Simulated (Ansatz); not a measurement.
# Cr (bcc type): a single-point run

Wanted: a converged single-point run for Cr (bcc type), and a check of what comes out. The structure is shown as the input types it.

Computed with Ansatz 0.2.0 (DFT, PBEsol, PAW with Ansatz's default frozen-core files, scalar-relativistic, unless a step's input says otherwise).

### 1 The starting structure

It takes space group Im-3m (No. 229, cubic). The conventional cell has a = 2.815 Å, b = 2.815 Å, c = 2.815 Å, α = 90.00°, β = 90.00°, γ = 90.00°. Around Cr (site symmetry m-3m) lie 8 Cr at 2.44 Å.

As a file:

```
Cr
1.0
    -1.40738    1.40738    1.40738
     1.40738   -1.40738    1.40738
     2.81477    2.81477    0.00000
Cr
2
Direct
  0.00000 0.00000 0.00000
  0.50000 0.50000 0.50000
```

### 2 The calculation

Input file input.yaml:

```yaml
crystal:
  lattice:
    - [-1.4073844917, 1.4073844917, 1.4073844917]
    - [1.4073844917, -1.4073844917, 1.4073844917]
    - [2.8147689833, 2.8147689833, 0.0]
  atoms:
    - { symbol: Cr, position: [0.0, 0.0, 0.0], spin: 2.0 }
    - { symbol: Cr, position: [0.5, 0.5, 0.5], spin: 2.0 }
magnetization:
  spin_polarized: true
kpoints:
  mp_grid: { grid: [18, 18, 10] }
scf:
  occupations: { method: fermi_dirac, width: 0.08 }
  max_iter: 60
hamiltonian:
  xc: pbesol
  pseudopotentials: { kind: paw }
output:
  forces: true
  stress: true
  eigenvalues: true
basis:
  ecutrho_ratio: 1
```

Launch:

```
$ ansatz run input.yaml --threads 2 --pin off --max-ram 6144MiB --backend cpu --events-out ev --progress --plain --runs-dir out
```

**Question.** How will this run end, and is anything wrong with its input?

The program finished normally, with warnings (cutoff below recommended, seeded moment not kept). Its log warns: «basis.ecutrho_ratio = 1 (ecutrho = 420 eV) is below the records' recommended 1680 eV»

Look at the input: basis.ecutrho_ratio is 1. The density grid can't hold the products of the orbitals.

The test: delete basis.ecutrho_ratio (the default then holds).
